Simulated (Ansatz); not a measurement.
# FH5O3Si: a short trajectory

The task is to watch the atoms for 40 steps of 0.25 fs, started with velocities for 1500 K and run with a Langevin thermostat, and see to which side of the barrier the system falls.

Program: Ansatz 0.2.0, Gaussian basis. Level of theory: PBE0-D4/def2-SVP. These are calculated values, not measurements.

1 further run of the same task is left out (it didn't finish).

## (1) The system as given

The start, a first-order saddle point found at PBE0-D4 in triple zeta: 10 atoms, charge 0, spin multiplicity 1.

Atoms are counted from 1 here; the program's logs count them from 0.

Bond lengths: Si1–O3 1.631 Å, Si1–O4 1.625 Å, Si1–O5 1.616 Å, Si1–H7 1.689 Å, O3–H8 0.958 Å, O4–H9 0.960 Å, O5–H10 0.960 Å. Angles: O3–Si1–O4 103.1°, O3–Si1–O5 101.9°, O3–Si1–H7 89.4°, O4–Si1–O5 126.4°, O4–Si1–H7 114.1°, O5–Si1–H7 112.8°, Si1–O3–H8 115.3°, Si1–O4–H9 114.5°, Si1–O5–H10 113.9°.

As a file:

```xyz
10
charge 0, multiplicity 1
Si   -0.1915   -0.1326    0.1697
F     1.3404    1.0640   -0.4391
O    -1.0300   -1.5121    0.4041
O    -1.1301    0.6964   -0.8658
O     0.1773    0.2951    1.6838
H     1.3957   -0.1657   -0.6378
H     1.0337   -1.0261   -0.5752
H    -1.7082   -1.6957   -0.2478
H    -0.7192    1.4820   -1.2337
H     0.8318    0.9945    1.7419
```

## (2) The run

md/in.yaml

```yaml
crystal:
  periodic: [false, false, false]
  atoms:
    - {symbol: Si, position_ang: [-0.191461, -0.132632, 0.169679]}
    - {symbol: F, position_ang: [1.340371, 1.064017, -0.439086]}
    - {symbol: O, position_ang: [-1.029978, -1.512077, 0.404118]}
    - {symbol: O, position_ang: [-1.130118, 0.696397, -0.865845]}
    - {symbol: O, position_ang: [0.177264, 0.295052, 1.683835]}
    - {symbol: H, position_ang: [1.395702, -0.165729, -0.637809]}
    - {symbol: H, position_ang: [1.033680, -1.026056, -0.575168]}
    - {symbol: H, position_ang: [-1.708199, -1.695703, -0.247812]}
    - {symbol: H, position_ang: [-0.719202, 1.482039, -1.233683]}
    - {symbol: H, position_ang: [0.831841, 0.994492, 1.741872]}
basis:
  gaussian: {orbitals: def2-SVP}
hamiltonian: {xc: pbe0, dispersion: d4}
md: {n_steps: 40, timestep: 0.25, temperature: 1500, ensemble: nvt_langevin, seed: 243, friction: 0.01, initial_velocities: maxwell_boltzmann}
```

On the command line:

```
$ ansatz run in.yaml --threads 4 --pin off --events-out ev --progress --plain --max-ram 9574MiB
```

Q: Predict the outcome of this session. Wanted: temperature at the start; mean temperature, second half; lowest and highest potential energy, from the first frame; largest change of potential + kinetic.

The runs gave:

```
                                                 quantity              value
                                                   length  40 steps, 10.0 fs
                                 temperature at the start             1350 K
                            mean temperature, second half              542 K
lowest and highest potential energy, from the first frame      0 and 831 meV
                    largest change of potential + kinetic          361.0 meV
```

By the last frame it has moved towards the side where Si1–H7, F2–H6 form. The thermostat trades energy with the molecule, so the sum of potential and kinetic energy isn't conserved: it changes by -217 meV over the run. The mean temperature of the second half is still well below the 1500 K set. The instant temperature ranges from 451 to 1350 K, as energy passes between motion and strain. Under Langevin the temperature counts 3N degrees of freedom, more than the drawn velocities fill, so it starts at 1350 K, not 1500 K.
